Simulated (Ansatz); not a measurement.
MoSe in Ansatz: convergence with xc grid

Input of the first run (xc grid 1); the others differ in this setting and in those tied to it:

input.yaml

```yaml
crystal:
  lattice:
    - [3.47066859, 0.0, 0.0]
    - [-1.7353343, 3.00568717, 0.0]
    - [0.0, 0.0, 4.37279534]
  atoms:
    - { symbol: Mo, position: [0.66666667, 0.33333333, 0.02544455] }
    - { symbol: Se, position: [0.33333333, 0.66666667, 0.11843047] }
hamiltonian:
  xc: pbe
  pseudopotentials: { kind: paw_fr }
magnetization:
  noncollinear: true
  spin_orbit: true
kpoints:
  mp_grid: { grid: [7, 7, 5] }
scf:
  occupations: { method: fermi_dirac, width: 0.05 }
output:
  forces: true
  stress: true
  eigenvalues: true
basis:
  xc_grid: 1
```

Potentials or basis: Ansatz PAW.

The run is started by

```sh
$ ansatz run input.yaml --threads 2 --pin off --max-ram 5632MiB --backend cpu --events-out ev --progress --plain --runs-dir out
```

The cell was built by a generator and needn't be a form met in nature.

Hardware: 2 threads of Arm Neoverse V2, on a shared host.

```
xc grid  energy less the tightest run, at zero smearing (meV/atom)  SCF cycles  CPU time (s)  peak memory (GiB)
      1                                                       0.00           9            11               0.47
      2                                                       0.00           9            11               0.48
      3                                                       0.00           9            11               0.49
      4                                                       0.00           9            12               0.52
      5                                                       0.00           9            13               0.55
```

Against the tightest run, the energy stays within 1 meV/atom from 1 on. The tightest run that finished is the yardstick and may itself not be fully converged.

Caveat, for the tightest run too: forces of over 1 eV/Å show positions far from the minimum, so gaps and moduli don't describe the material at rest.
